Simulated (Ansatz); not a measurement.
TiN, space group Fm-3m: relaxations under a series of pressures, run with the Ansatz DFT code, driven from Python.

The script, `compress_tin.py`:
```python
"""Volume and enthalpy of TiN against pressure."""

from dataclasses import dataclass
import warnings

import ansatz as az
import numpy as np


@dataclass
class RunConfig:
    functional: str = "pbesol"
    cutoff: int = 530
    filling: str = "Methfessel-Paxton"
    width_ev: float = 0.2


opts = RunConfig()

def edges_and_angles(cell):
    cell = np.asarray(cell)
    a, b, c = np.linalg.norm(cell, axis=1)
    cosines = cell[1] @ cell[2] / (b * c), cell[0] @ cell[2] / (a * c), cell[0] @ cell[1] / (a * b)
    return (a, b, c, *np.degrees(np.arccos(cosines)))


def main() -> None:
    warnings.simplefilter("ignore", az.DeckWarning)

    lattice = az.Lattice.of(
        (0.0, 2.119, 2.119),
        (2.119, 0.0, 2.119),
        (2.119, 2.119, 0.0),
    )
    sites = [
        ("Ti", (0.0, 0.0, 0.0)),
        ("N", (0.5, 0.5, 0.5)),
    ]
    system = az.Crystal(lattice=lattice)
    for symbol, position in sites:
        system = system.atom(symbol, position)

    job = (
        system.calculation()
        .functional(opts.functional)
        .basis(opts.cutoff, xc_grid=3)
        .accuracy("medium")
        .kpoints(9)
        .occupations(opts.filling, width=opts.width_ev)
        .eigensolver("auto", full_accuracy=True)
    )

    # H = F + PV, with 1 GPa A^3 = 1/160.21766 eV
    rows = []
    for pressure in [-2, 0, 2, 5, 10]:
        outcome = job.relax(cell=True, pressure=pressure).run()
        cell = outcome.lattice.cell_ang
        n_atoms = len(outcome.lattice.sites)
        volume = abs(np.linalg.det(cell)) / n_atoms
        enthalpy = outcome.report["free_energy_ev"] / n_atoms + pressure * volume / 160.21766
        rows.append((pressure, volume, enthalpy, *edges_and_angles(cell)))
        print(f"{pressure} GPa done: {volume:.4f} A^3/atom")

    print(" P (GPa)  V (A^3/atom)  H (eV/atom)     a       b       c")
    for row in rows:
        print("{:8.1f} {:12.4f} {:14.5f} {:7.4f} {:7.4f} {:7.4f}".format(*row[:6]))
    p, v = np.array([row[0] for row in rows], float), np.array([row[1] for row in rows])
    print("mean bulk modulus between rows (GPa):", np.round(-np.diff(p) / np.diff(np.log(v)), 1))


if __name__ == "__main__":
    main()
```

Its results, one of them left out:

| P (GPa) | relaxed V (Å³/atom) |
| --- | --- |
| -2 | 9.347 |
| 0 | 9.286 |
| 2 | 9.225 |
| 5 | 9.138 |
| 10 | ? |

What volume does the cell relax to at 10 GPa?

Murnaghan's form V = V0 (1 + B' P / B0)^(-1/B') through the 4 rows shown gives V0 = 9.285 Å³, B0 = 303.5 GPa and B' = 3.20, and so 8.999 Å³ an atom at 10 GPa. The run gave 9.001 Å³, 0.02 % away.

Reading the output:
- The settings weren't tested for convergence.
- Spin is left out of this run.
- At a fixed pressure a relaxation lowers the enthalpy F + PV, while F alone can rise.
- For a metal this k-point mesh is coarse: on a finer one energies can move by several to tens of meV an atom and pressures by half a GPa or more, differences at one mesh by less.
- The starting cell is as deposited in a crystallographic database; the results hold for this polymorph, which needn't be the stable one.
- Symmetry holds the cell in this phase, whether or not it is the stable one at each pressure.
- By the engine's processor time: 17 s on 1 thread of Intel(R) Xeon(R) Processor @ 2.30GHz, with other jobs on the host, peak memory 0.51 GiB.
